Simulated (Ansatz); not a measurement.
# A workflow on CH4ClGeO (SMILES [CH3][Ge]([OH])[Cl])

We compute a geometry optimisation (UHF/STO-3G), then vibrational wavenumbers, then a structure relaxation (UHF/3-21G), then vibrational wavenumbers of CH4ClGeO. 

The results are computed with Ansatz 0.2.0.

### 1 The structure to begin with

CH4ClGeO has 8 atoms, charge 0, and is taken as a doublet. As SMILES, `[CH3][Ge]([OH])[Cl]`. Geometry: relaxed at PBE0-D4/def2-TZVP. This is one conformer, not always the lowest. The run starts from this shape.

Bond lengths: C1–Ge2 1.958 Å, Ge2–O3 1.780 Å, Ge2–Cl4 2.184 Å, C1–H5 1.090 Å, C1–H6 1.092 Å, C1–H7 1.089 Å, O3–H8 0.961 Å. Angles: C1–Ge2–O3 104.8°, C1–Ge2–Cl4 109.0°, O3–Ge2–Cl4 106.9°, Ge2–C1–H5 109.2°, Ge2–C1–H6 107.2°, Ge2–C1–H7 109.9°, Ge2–O3–H8 113.2°, H5–C1–H6 110.0°, H5–C1–H7 110.2°, H6–C1–H7 110.2°.

### 2 A geometry optimisation at UHF/STO-3G (start density atoms) (run 1)

The input, run.yaml:

```yaml
crystal:
  periodic: [false, false, false]
  atoms:
    - {symbol: C, position_ang: [0.070000, 1.235100, -0.045900]}
    - {symbol: Ge, position_ang: [-0.661500, -0.553500, 0.272700]}
    - {symbol: O, position_ang: [0.714600, -1.504600, 0.880000]}
    - {symbol: Cl, position_ang: [-1.247100, -1.432100, -1.639400]}
    - {symbol: H, position_ang: [0.419500, 1.652400, 0.898100]}
    - {symbol: H, position_ang: [0.906900, 1.122600, -0.737600]}
    - {symbol: H, position_ang: [-0.694800, 1.876200, -0.480900]}
    - {symbol: H, position_ang: [0.584600, -2.453200, 0.797100]}
basis:
  gaussian: {orbitals: STO-3G}
magnetization: {spin_polarized: true, initial_magnetization: 1}
hamiltonian: {xc: hf}
relax: {f_tol: 0.002}
output: {orbitals: {seedname: orbitals}}
```

Launch:

```sh
$ ansatz run run.yaml --threads 1 --pin off --max-ram 3480MiB --events-out events.jsonl --progress --plain --runs-dir runs
```

Output:

```text
Warning: RAYON_NUM_THREADS=1 ignored (pool sized by the plan → 1); use --threads N
The last accepted step is kept in runs//last_step.txt (removed where the run ends without a failure and the disk answers)
[... 74 lines left out ...]
Total energy: -71292.95554572 eV, -2619.9677922044 hartree
[... 8 lines left out ...]
Dipole moment:    -0.052914     0.135672     0.631884 e Å
```

Wall time 16 s (1 thread of Arm Neoverse V2, shared host); peak memory 0.13 GiB.

Steps, from the record of the run:

| step | energy from the first frame kept (eV) | largest force (eV/Å) |
| --- | --- | --- |
| 1 | 0.0000 | 2.8045 |
| 2 | -0.0519 | 2.0829 |
| 3 | -0.0292 | 2.9252 |
| 4 | -0.1239 | 0.8953 |
| 5 | -0.1536 | 0.3167 |
| 6 | -0.1563 | 0.1326 |
| 7 | -0.1567 | 0.0183 |
| 8 | -0.1567 | 0.0102 |
| 9 | -0.1567 | 0.0057 |
| 10 | -0.1568 | 0.0012 |

After the run. Bond lengths: C1–Ge2 1.903 Å, Ge2–O3 1.709 Å, Ge2–Cl4 2.175 Å, C1–H5 1.082 Å, C1–H6 1.083 Å, C1–H7 1.082 Å, O3–H8 0.982 Å. Angles: C1–Ge2–O3 106.3°, C1–Ge2–Cl4 107.1°, O3–Ge2–Cl4 106.3°, Ge2–C1–H5 110.9°, Ge2–C1–H6 110.9°, Ge2–C1–H7 111.7°, Ge2–O3–H8 111.8°, H5–C1–H6 107.7°, H5–C1–H7 107.7°, H6–C1–H7 107.7°.

### 3 Vibrational wavenumbers at UHF/STO-3G (start density atoms) (run 2)

The input, run.yaml:

```yaml
crystal:
  periodic: [false, false, false]
  atoms:
    - symbol: C
      position_ang: [0.061153, 1.188946, -0.043618]
    - symbol: Ge
      position_ang: [-0.600448, -0.565440, 0.282418]
    - symbol: O
      position_ang: [0.740446, -1.495954, 0.788112]
    - symbol: Cl
      position_ang: [-1.222271, -1.382941, -1.635317]
    - symbol: H
      position_ang: [0.409085, 1.647371, 0.873028]
    - symbol: H
      position_ang: [0.893697, 1.165728, -0.736051]
    - symbol: H
      position_ang: [-0.700160, 1.831237, -0.464999]
    - symbol: H
      position_ang: [0.510698, -2.446046, 0.880527]
basis:
  gaussian:
    orbitals: STO-3G
total_charge: 0
magnetization:
  spin_polarized: true
  initial_magnetization: 1
phonons:
  temperatures:
    t_min: 298.15
    t_max: 298.15
    t_step: 1
hamiltonian:
  xc: hf
```

Launch:

```sh
$ ansatz run run.yaml --threads 1 --pin off --max-ram 3480MiB --events-out events.jsonl --progress --plain --runs-dir runs
```

Output:

```text
Warning: RAYON_NUM_THREADS=1 ignored (pool sized by the plan → 1); use --threads N
[... 263 lines left out ...]
Total energy: -71292.95558349 eV, -2619.9677935925 hartree
[... 8 lines left out ...]
Dipole moment:    -0.052914     0.135670     0.631883 e Å
Vibrations: 77.63 183.82 224.55 248.56 343.11 457.21 650.50 682.73 1001.88 1012.65 1192.97 1647.53 1831.46 1834.44 3567.94 3745.46 3756.23 4294.76 cm⁻¹, zero-point energy 1.658502 eV
```

Wall time 38 s (1 thread of Arm Neoverse V2, shared host); peak memory 0.11 GiB.

### 4 A geometry optimisation at UHF/3-21G (start density atoms) (run 3)

The input, molecule.yaml:

```yaml
crystal:
  periodic: [false, false, false]
  atoms:
    - symbol: C
      position_ang: [0.070000, 1.235100, -0.045900]
    - symbol: Ge
      position_ang: [-0.661500, -0.553500, 0.272700]
    - symbol: O
      position_ang: [0.714600, -1.504600, 0.880000]
    - symbol: Cl
      position_ang: [-1.247100, -1.432100, -1.639400]
    - symbol: H
      position_ang: [0.419500, 1.652400, 0.898100]
    - symbol: H
      position_ang: [0.906900, 1.122600, -0.737600]
    - symbol: H
      position_ang: [-0.694800, 1.876200, -0.480900]
    - symbol: H
      position_ang: [0.584600, -2.453200, 0.797100]
basis:
  gaussian:
    orbitals: 3-21G.json
magnetization:
  spin_polarized: true
  initial_magnetization: 1
relax:
  f_tol: 0.002
hamiltonian:
  xc: hf
output: {orbitals: {seedname: orbitals}}
```

The basis set 3-21G is read from a file made from the Basis Set Exchange's data (not shown).

Launch:

```sh
$ ansatz run molecule.yaml --threads 1 --pin off --max-ram 3480MiB --events-out events.jsonl --progress --plain --runs-dir runs
```

Output:

```text
Warning: RAYON_NUM_THREADS=1 ignored (pool sized by the plan → 1); use --threads N
The last accepted step is kept in runs//last_step.txt (removed where the run ends without a failure and the disk answers)
[... 112 lines left out ...]
Total energy: -71760.86826163 eV, -2637.1632673513 hartree
[... 8 lines left out ...]
Dipole moment:     0.120809     0.195367     0.708458 e Å
```

Run time: 29 s. Hardware: 1 thread of Arm Neoverse V2, shared host; peak memory 0.15 GiB.

Step by step:

| step | energy from the first frame kept (eV) | largest force (eV/Å) |
| --- | --- | --- |
| 1 | 0.0000 | 2.2884 |
| 2 | -0.1322 | 1.1227 |
| 3 | -0.1573 | 0.8750 |
| 4 | -0.1696 | 0.8554 |
| 5 | -0.1872 | 0.4823 |
| 6 | -0.1920 | 0.0992 |
| 7 | -0.1854 | 0.4007 |
| 8 | -0.1932 | 0.0197 |
| 9 | -0.1933 | 0.0213 |
| 10 | -0.1933 | 0.0097 |
| 11 | -0.1933 | 0.0050 |
| 12 | -0.1933 | 0.0030 |
| 13 | -0.1933 | 0.0025 |
| 14 | -0.1933 | 0.0033 |
| 15 | -0.1933 | 0.0036 |
| 16 | -0.1933 | 0.0010 |

After the run. Bond lengths: C1–Ge2 1.953 Å, Ge2–O3 1.722 Å, Ge2–Cl4 2.282 Å, C1–H5 1.083 Å, C1–H6 1.084 Å, C1–H7 1.082 Å, O3–H8 0.960 Å. Angles: C1–Ge2–O3 109.0°, C1–Ge2–Cl4 106.3°, O3–Ge2–Cl4 109.1°, Ge2–C1–H5 110.3°, Ge2–C1–H6 109.8°, Ge2–C1–H7 109.8°, Ge2–O3–H8 129.8°, H5–C1–H6 108.8°, H5–C1–H7 109.1°, H6–C1–H7 108.9°.

### 5 Vibrational wavenumbers at UHF/3-21G (start density atoms) (run 4)

The input, input.yaml:

```yaml
basis:
  gaussian:
    orbitals: 3-21G.json
crystal:
  periodic: [false, false, false]
  atoms:
    - {symbol: C, position_ang: [0.074014, 1.230528, -0.051562]}
    - {symbol: Ge, position_ang: [-0.624695, -0.563270, 0.274725]}
    - {symbol: O, position_ang: [0.648858, -1.561743, 0.864069]}
    - {symbol: Cl, position_ang: [-1.319043, -1.356303, -1.749417]}
    - {symbol: H, position_ang: [0.419491, 1.674379, 0.874209]}
    - {symbol: H, position_ang: [0.904853, 1.181149, -0.746515]}
    - {symbol: H, position_ang: [-0.701001, 1.854846, -0.476534]}
    - {symbol: H, position_ang: [0.689722, -2.516686, 0.955126]}
magnetization:
  spin_polarized: true
  initial_magnetization: 1
hamiltonian:
  xc: hf
phonons:
  temperatures:
    t_min: 298.15
    t_max: 298.15
    t_step: 1
```

The basis set 3-21G is read from a file made from the Basis Set Exchange's data (not shown).

Launch:

```sh
$ ansatz run input.yaml --threads 1 --pin off --max-ram 3480MiB --events-out events.jsonl --progress --plain --runs-dir runs
```

Output:

```text
Warning: RAYON_NUM_THREADS=1 ignored (pool sized by the plan → 1); use --threads N
[... 262 lines left out ...]
Total energy: -71760.86829499 eV, -2637.1632685772 hartree
[... 8 lines left out ...]
Dipole moment:     0.120810     0.195367     0.708462 e Å
Vibrations: 113.17 151.82 183.91 232.53 316.69 372.61 640.32 690.84 887.46 903.57 926.81 1460.26 1607.22 1611.15 3202.89 3281.38 3294.85 3978.51 cm⁻¹, zero-point energy 1.478883 eV
```

Wall time 41 s (1 thread of Arm Neoverse V2, shared host); peak memory 0.15 GiB.

### 6 Results

| quantity | value |
| --- | --- |
| run 1, UHF/STO-3G: total energy at the end | -2619.96779 Eh |
| run 1, UHF/STO-3G: dipole moment | 3.11 D |
| run 1, UHF/STO-3G: HOMO energy (highest over α and β) | -6.92 eV |
| run 1, UHF/STO-3G: LUMO energy (lowest over α and β) | 3.84 eV |
| run 1, UHF/STO-3G: ⟨S²⟩ | 0.754 |
| run 2, UHF/STO-3G: largest force on an atom | 0.001 eV/Å |
| run 2, UHF/STO-3G: lowest harmonic wavenumber | 78 cm⁻¹ |
| run 2, UHF/STO-3G: highest harmonic wavenumber | 4295 cm⁻¹ |
| run 2, UHF/STO-3G: zero-point energy | 160.0 kJ/mol |
| run 3, UHF/3-21G: total energy at the end | -2637.16327 Eh |
| run 3, UHF/3-21G: dipole moment | 3.58 D |
| run 3, UHF/3-21G: HOMO energy (highest over α and β) | -9.14 eV |
| run 3, UHF/3-21G: LUMO energy (lowest over α and β) | 0.47 eV |
| run 3, UHF/3-21G: ⟨S²⟩ | 0.756 |
| run 4, UHF/3-21G: largest force on an atom | 0.001 eV/Å |
| run 4, UHF/3-21G: lowest harmonic wavenumber | 113 cm⁻¹ |
| run 4, UHF/3-21G: highest harmonic wavenumber | 3979 cm⁻¹ |
| run 4, UHF/3-21G: zero-point energy | 142.7 kJ/mol |

**Reading.** The optimisation (run 1, UHF/STO-3G) took 9 steps and changed the energy by -0.157 eV. All 18 modes (run 2, UHF/STO-3G) are real, so the shape is a minimum at this level. The optimisation (run 3, UHF/3-21G) took 15 steps and changed the energy by -0.193 eV. Mulliken charges (run 3, UHF/3-21G) run from -1.05 on C1 to +1.31 on Ge2; they depend strongly on the basis. All 18 modes (run 4, UHF/3-21G) are real, so the shape is a minimum at this level.
